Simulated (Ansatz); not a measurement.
What does this script print? It uses the Python package of Ansatz (0.2.0).

The script reads `sr3pt2.cif`:
```cif
data_Sr3Pt2
_cell_length_a 8.012543
_cell_length_b 8.012543
_cell_length_c 8.012543
_cell_angle_alpha 71.54698
_cell_angle_beta 71.54698
_cell_angle_gamma 71.54698
_symmetry_space_group_name_H-M 'P 1'
_symmetry_Int_Tables_number 1
loop_
_symmetry_equiv_pos_as_xyz
'x, y, z'
loop_
_atom_site_label
_atom_site_type_symbol
_atom_site_fract_x
_atom_site_fract_y
_atom_site_fract_z
Sr1 Sr    0.000000    0.000000    0.000000
Sr2 Sr    0.202115    0.202115    0.202115
Sr3 Sr    0.797885    0.797885    0.797885
Sr4 Sr    0.673204    0.390150    0.155687
Sr5 Sr    0.155687    0.673204    0.390150
Sr6 Sr    0.390150    0.155687    0.673204
Sr7 Sr    0.326796    0.609850    0.844313
Sr8 Sr    0.844313    0.326796    0.609850
Sr9 Sr    0.609850    0.844313    0.326796
Pt10 Pt    0.852249    0.040136    0.413238
Pt11 Pt    0.413238    0.852249    0.040136
Pt12 Pt    0.040136    0.413238    0.852249
Pt13 Pt    0.147751    0.959864    0.586762
Pt14 Pt    0.586762    0.147751    0.959864
Pt15 Pt    0.959864    0.586762    0.147751
```

Script `sr3pt2.py`:
```python
# -*- coding: utf-8 -*-
"""Write the input file for Sr3Pt2 without running it."""

import ansatz as az
from ase.io import read

atoms = read("sr3pt2.cif")
cell = az.Crystal.from_ase(atoms)

calc = cell.calculation()
calc = calc.kpoints(spacing=0.32).occupations("fermi_dirac")
calc = calc.functional("lda")
calc = calc.phonons("fd", supercell=2, temperatures=(0, 800, 100))
text = calc.to_yaml()
print(text)
print("sections:", sorted(calc.input().to_dict()))
```

```console
$ python sr3pt2.py
crystal:
  lattice:
    - [8.012543, 0.0, 0.0]
    - [2.536185929387593, 7.600566180122728, 0.0]
    - [2.536185929387593, 1.8273717270053655, 7.37762284409869]
  atoms:
    - { symbol: Sr, position: [0.0, 0.0, 0.0] }
    - { symbol: Sr, position: [0.20211499999999996, 0.202115, 0.20211499999999996] }
    - { symbol: Sr, position: [0.7978849999999998, 0.797885, 0.797885] }
    - { symbol: Sr, position: [0.673204, 0.39014999999999994, 0.15568699999999996] }
    - { symbol: Sr, position: [0.155687, 0.673204, 0.39015] }
    - { symbol: Sr, position: [0.39015, 0.15568700000000002, 0.6732039999999999] }
    - { symbol: Sr, position: [0.32679599999999986, 0.60985, 0.844313] }
    - { symbol: Sr, position: [0.844313, 0.32679599999999986, 0.60985] }
    - { symbol: Sr, position: [0.6098499999999999, 0.8443129999999999, 0.326796] }
    - { symbol: Pt, position: [0.8522489999999999, 0.040136, 0.41323799999999994] }
    - { symbol: Pt, position: [0.413238, 0.852249, 0.04013599999999999] }
    - { symbol: Pt, position: [0.04013600000000005, 0.41323800000000005, 0.8522489999999999] }
    - { symbol: Pt, position: [0.14775099999999994, 0.959864, 0.586762] }
    - { symbol: Pt, position: [0.586762, 0.14775100000000005, 0.9598639999999999] }
    - { symbol: Pt, position: [0.959864, 0.586762, 0.147751] }
kpoints:
  mp_grid:
    kspacing: 0.32
hamiltonian:
  xc: lda
scf:
  occupations:
    method: fermi_dirac
phonons:
  method: fd
  supercell: [2, 2, 2]
  temperatures:
    t_min: 0.0
    t_max: 800.0
    t_step: 100.0

sections: ['crystal', 'hamiltonian', 'kpoints', 'phonons', 'scf']
```

The input is only written out: it wasn't run, and its settings aren't tested. The structure comes from a database and needn't be a stable phase.

(A comment or docstring line of the script was reworded after the run, the code is as it ran.)
